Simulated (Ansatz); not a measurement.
**Ge2H5O radical: a ladder of functionals and wavefunction methods**

How much do the methods differ for Ge2H5O radical? The plan is to run it at one geometry with functionals of several rungs and with coupled cluster, and see how far each lands from CCSD(T) at the basis-set limit for the atomisation energy.

Method: functionals in def2-TZVPP, the program's frozen cores in correlated methods; program: Ansatz 0.2.0, Gaussian basis.

Levels to be run: LDA (SPW92), PBE-D4, revPBE-D4, BLYP-D4, r2SCAN-D4, B97M-V, PBE0-D4, B3LYP-D4, r2SCANh-D4, r2SCAN0-D4, HSE06-D4, BHLYP-D4, CAM-B3LYP-D4, LC-ωPBE, ωB97X-V, ωB97M-V, B2PLYP, PBE-QIDH; CCSD(T)/def2-SVP; CCSD(T)/def2-TZVPP; MP2/def2-QZVPP; extrapolation to the limit; RPA on PBE.

### 1 The relaxed structure

An earlier PBE0-D4 in a triple-zeta def2 set relaxation fixed the geometry.

8 atoms, charge 0, spin multiplicity 2.

Atoms are counted from 1 here; the program's logs count them from 0.

Bond lengths: O1–Ge2 1.793 Å, O1–H4 0.960 Å, Ge2–Ge3 2.440 Å, Ge2–H5 1.562 Å, Ge3–H6 1.537 Å, Ge3–H7 1.539 Å, Ge3–H8 1.535 Å. Angles: Ge2–O1–H4 112.5°, O1–Ge2–Ge3 105.0°, O1–Ge2–H5 106.9°, Ge3–Ge2–H5 113.9°, Ge2–Ge3–H6 108.4°, Ge2–Ge3–H7 111.8°, Ge2–Ge3–H8 108.9°, H6–Ge3–H7 109.3°, H6–Ge3–H8 109.1°, H7–Ge3–H8 109.4°.

### 2 LDA

This LDA is Slater exchange with PW92 correlation.

File in.yaml:

```yaml
crystal:
  periodic: [false, false, false]
  atoms:
    - {symbol: O, position_ang: [-1.182665, 0.266004, -1.703914]}
    - {symbol: Ge, position_ang: [-0.039226, 1.041476, -0.560646]}
    - {symbol: Ge, position_ang: [0.238788, -0.575115, 1.245205]}
    - {symbol: H, position_ang: [-1.080377, 0.589766, -2.602327]}
    - {symbol: H, position_ang: [1.272589, 1.331430, -1.357709]}
    - {symbol: H, position_ang: [1.212873, 0.014958, 2.277921]}
    - {symbol: H, position_ang: [0.792385, -1.915992, 0.730667]}
    - {symbol: H, position_ang: [-1.122167, -0.809628, 1.914903]}
basis:
  gaussian: {orbitals: def2-TZVPP}
magnetization: {spin_polarized: true, initial_magnetization: 1}
hamiltonian: {xc: lda}
output: {orbitals: {seedname: orbitals}}
```

Further steps of the session: PBE-D4 (GGA); revPBE-D4 (GGA); BLYP-D4 (GGA); r2SCAN-D4 (meta-GGA); B97M-V (meta-GGA); PBE0-D4 (hybrid); B3LYP-D4 (hybrid); r2SCANh-D4 (hybrid); r2SCAN0-D4 (hybrid); HSE06-D4 (hybrid); BHLYP-D4 (hybrid); CAM-B3LYP-D4 (range-separated); LC-ωPBE-D4 (range-separated); ωB97X-V (range-separated); ωB97M-V (range-separated); B2PLYP (double hybrid); PBE-QIDH (double hybrid); CCSD(T) in def2-SVP; CCSD(T) in def2-TZVPP; MP2 in def2-QZVPP; RPA on PBE orbitals.

**Question.** What will the summary of the whole plan be? Wanted: atomisation energy, CCSD(T)/CBS; farthest beyond LDA; mean size of error, GGA; mean size of error, meta-GGA; mean size of error, hybrid; mean size of error, range-separated; mean size of error, double hybrid; gap, smallest and largest; T1 diagnostic.

The runs gave:

```
                               quantity                                                         value
        atomisation energy, CCSD(T)/CBS                                                 2199.6 kJ/mol
 functionals within 22.0 kJ/mol (1.0 %)  PBE-D4, r2SCAN-D4, B97M-V, r2SCANh-D4, CAM-B3LYP-D4, ωB97X-V
                    farthest beyond LDA                                       BHLYP-D4 (-81.4 kJ/mol)
                mean size of error, GGA                                                   33.7 kJ/mol
           mean size of error, meta-GGA                                                   12.3 kJ/mol
             mean size of error, hybrid                                                   40.4 kJ/mol
    mean size of error, range-separated                                                   21.2 kJ/mol
      mean size of error, double hybrid                                                   44.1 kJ/mol
              gap, smallest and largest                      0.81 eV (LDA (SPW92)), 7.92 eV (LC-ωPBE)
                          T1 diagnostic                                                        0.0140
triples share of the correlation energy                                                         3.4 %
```

What this shows: The LDA atomisation energy is off by 315.2 kJ/mol (14 %): it overbinds. PBE-D4 misses by -8.4 kJ/mol. Double hybrids carry the basis error of their MP2 part in triple zeta, and no dispersion term here, so their miss is partly the set-up's. The rungs meta-GGA, range-separated miss on average by less than the doubt on the reference (22.0 kJ/mol), so they tie. Misses under about 22.0 kJ/mol are within the doubt on the reference itself, which lacks core-valence correlation, relativity and higher excitations, and its outer-core shells are covered unevenly. Hartree-Fock recovers 69 % of the binding; the rest is correlation. CCSD(T) in def2-SVP is off by -177.3 kJ/mol, which most functionals beat. Orbital gaps span 0.8 to 7.9 eV; exact exchange widens them. Correlated methods include outer-core shells of Ge, which these sets cover unevenly.
